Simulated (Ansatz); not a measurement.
**C3H9FOSn: a ladder of functionals and wavefunction methods**

One table from this session's results is given with a row withheld; the runs are named, their logs left out.

Method: functionals in def2-TZVPP, the program's frozen cores in correlated methods; program: Ansatz 0.2.0, Gaussian basis.

Plan: PBE-D4, r2SCAN-D4, PBE0-D4, B3LYP-D4, ωB97X-V, ωB97M-V, B2PLYP; CCSD(T)/def2-TZVPP; MP2/def2-QZVPP; extrapolation to the limit.

## The relaxed structure

All runs share one geometry, relaxed beforehand with PBE0-D4 in a triple-zeta def2 set. Sn takes the def2 core potential; no spin-orbit term is included.

SMILES `CC(C)[O][SnH2][F]`, 15 atoms, charge 0, spin multiplicity 1.

Atoms are counted from 1 here; the program's logs count them from 0.

Bond lengths: C1–C2 1.514 Å, C1–H7 1.093 Å, C1–H8 1.093 Å, C1–H9 1.091 Å, C2–C3 1.517 Å, C2–O4 1.422 Å, C2–H10 1.103 Å, C3–H11 1.093 Å, C3–H12 1.093 Å, C3–H13 1.093 Å, O4–Sn5 1.943 Å, Sn5–F6 1.926 Å, Sn5–H14 1.702 Å, Sn5–H15 1.692 Å. Angles: C2–C1–H7 110.8°, C2–C1–H8 109.8°, C2–C1–H9 110.7°, H7–C1–H8 108.5°, H7–C1–H9 108.6°, H8–C1–H9 108.3°, C1–C2–C3 112.2°, C1–C2–O4 107.4°, C1–C2–H10 108.3°, C3–C2–O4 110.5°, C3–C2–H10 108.6°, O4–C2–H10 109.8°, C2–C3–H11 110.8°, C2–C3–H12 109.8°, C2–C3–H13 111.2°, H11–C3–H12 108.5°, H11–C3–H13 108.4°, H12–C3–H13 108.0° and more.

Set-up of the first run:

in.yaml reads:

```yaml
crystal:
  periodic: [false, false, false]
  atoms:
    - {symbol: C, position_ang: [-0.040025, -0.780677, -1.828050]}
    - {symbol: C, position_ang: [0.207534, -0.347733, -0.398581]}
    - {symbol: C, position_ang: [-0.296917, -1.367091, 0.604931]}
    - {symbol: O, position_ang: [-0.448687, 0.900598, -0.213738]}
    - {symbol: Sn, position_ang: [0.146625, 2.167416, 1.134580]}
    - {symbol: F, position_ang: [-0.248620, 1.369150, 2.841897]}
    - {symbol: H, position_ang: [0.451817, -1.734113, -2.034959]}
    - {symbol: H, position_ang: [-1.112820, -0.898573, -1.999446]}
    - {symbol: H, position_ang: [0.338787, -0.033687, -2.527849]}
    - {symbol: H, position_ang: [1.294557, -0.223476, -0.258289]}
    - {symbol: H, position_ang: [0.202398, -2.329109, 0.464530]}
    - {symbol: H, position_ang: [-1.372615, -1.511908, 0.477412]}
    - {symbol: H, position_ang: [-0.120222, -1.033509, 1.630256]}
    - {symbol: H, position_ang: [1.843632, 2.291420, 1.111699]}
    - {symbol: H, position_ang: [-0.845444, 3.531303, 0.995617]}
basis:
  gaussian: {orbitals: def2-TZVPP}
hamiltonian: {xc: pbe, dispersion: d4}
output: {forces: true, orbitals: {seedname: orbitals}}
```

Launch:

```bash
$ ansatz run in.yaml --threads 2 --pin off --events-out ev --progress --plain --max-ram 32768MiB --backend cuda --devices 0, --max-vram 18GiB
```

Steps of the session up to this table: PBE-D4 (GGA); r2SCAN-D4 (meta-GGA); PBE0-D4 (hybrid); B3LYP-D4 (hybrid); ωB97X-V (range-separated); ωB97M-V (range-separated); B2PLYP (double hybrid); CCSD(T) in def2-TZVPP; MP2 in def2-QZVPP.

One of the session's tables, all rows but one given; the rest of the session is left out.

```
            method  atomisation energy (eV)
            PBE-D4                   57.332
         r2SCAN-D4                   56.510
           PBE0-D4                   56.316
          B3LYP-D4                   56.291
           ωB97X-V                   56.667
           ωB97M-V                        ?
            B2PLYP                   55.758
     HF/def2-TZVPP                   41.044
    MP2/def2-TZVPP                   55.835
   CCSD/def2-TZVPP                   54.430
CCSD(T)/def2-TZVPP                   55.240
           MP2/CBS                   57.320
       CCSD(T)/CBS                   56.725
```

Q: Estimate the row for ωB97M-V from the others.

**Answer.** atomisation energy (eV): 56.496. In the column «atomisation energy (eV)» it lies between PBE0-D4 (56.316) and r2SCAN-D4 (56.510).
